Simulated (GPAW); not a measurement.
A run of GPAW 26.7.0:

Contents of run.py:

```python
import numpy as np
from ase.dft.bandgap import bandgap
from ase.io import read, write
from ase.units import GPa
from gpaw import GPAW, PW
from gpaw.spinorbit import soc_eigenstates

atoms = read('POSCAR')

calc = GPAW(mode=PW(600),
            xc='PBE',
            kpts={'size': (7, 7, 8), 'gamma': True},
            occupations={'name': 'fermi-dirac', 'width': 0.05},
            nbands=17,
            convergence={'density': 1e-05, 'energy': 1e-05},
            maxiter=150,
            txt='gpaw.txt')
atoms.calc = calc
energy = atoms.get_potential_energy()
forces = atoms.get_forces()
stress = atoms.get_stress()
calc.write('gs.gpw')
write('result.traj', atoms)
print(f'Energy: {energy:.6f} eV')
print('Forces (eV/A):')
print(forces.round(4))
print('Stress (GPa):', (stress / GPa).round(3))
print('Fermi level:', round(calc.get_fermi_level(), 4), 'eV')
print(f'Gap: {bandgap(calc)[0]:.4f} eV, direct: {bandgap(calc, direct=True)[0]:.4f} eV')

path = atoms.cell.bandpath('GMKGALHA,LM,KH', npoints=100, eps=1e-4)
bs_calc = calc.fixed_density(kpts=path, symmetry='off', nbands=29,
                             convergence={'bands': 'CBM+6.0', 'eigenstates': 1e-6}, txt='bands.txt')
bs = bs_calc.band_structure()
bs.write('bs.json')
print(f'Gap on the path: {bandgap(bs_calc)[0]:.4f} eV')

soc = soc_eigenstates(bs_calc, theta=90, phi=0)
np.savetxt('soc_bands.dat', soc.eigenvalues(), fmt='%.4f')
mesh = soc_eigenstates('gs.gpw', theta=90, phi=0)
np.savetxt('soc_mesh.dat', mesh.eigenvalues(), fmt='%.4f')
print('Fermi level with spin-orbit coupling:', round(mesh.fermi_level, 4), 'eV')
```

Contents of POSCAR:

```
AlSn
1.0
    4.1981056157      0.0000000000      0.0000000000
   -2.0990528078      3.6356661109      0.0000000000
    0.0000000000      0.0000000000      3.3068470000
Sn Al
1 1
Direct
    0.3333333333      0.6666666667      0.5000000000
    0.0000000000      0.0000000000      0.0000000000
```

Potentials or basis: GPAW PAW data sets (gpaw-data 1.2.1), pw.

The run is started by

```console
$ OMP_NUM_THREADS=1 python run.py
```

Hardware: 1 thread of Arm Neoverse V1, with other jobs on the host.

Q: Estimate the wall time of this run.

A: Wall time 60 s on 1 thread of Arm Neoverse V1, with other jobs on the host, peak memory 0.33 GiB. Counts: scf iterations 14, plane waves 1730, bands 17, k points 40.
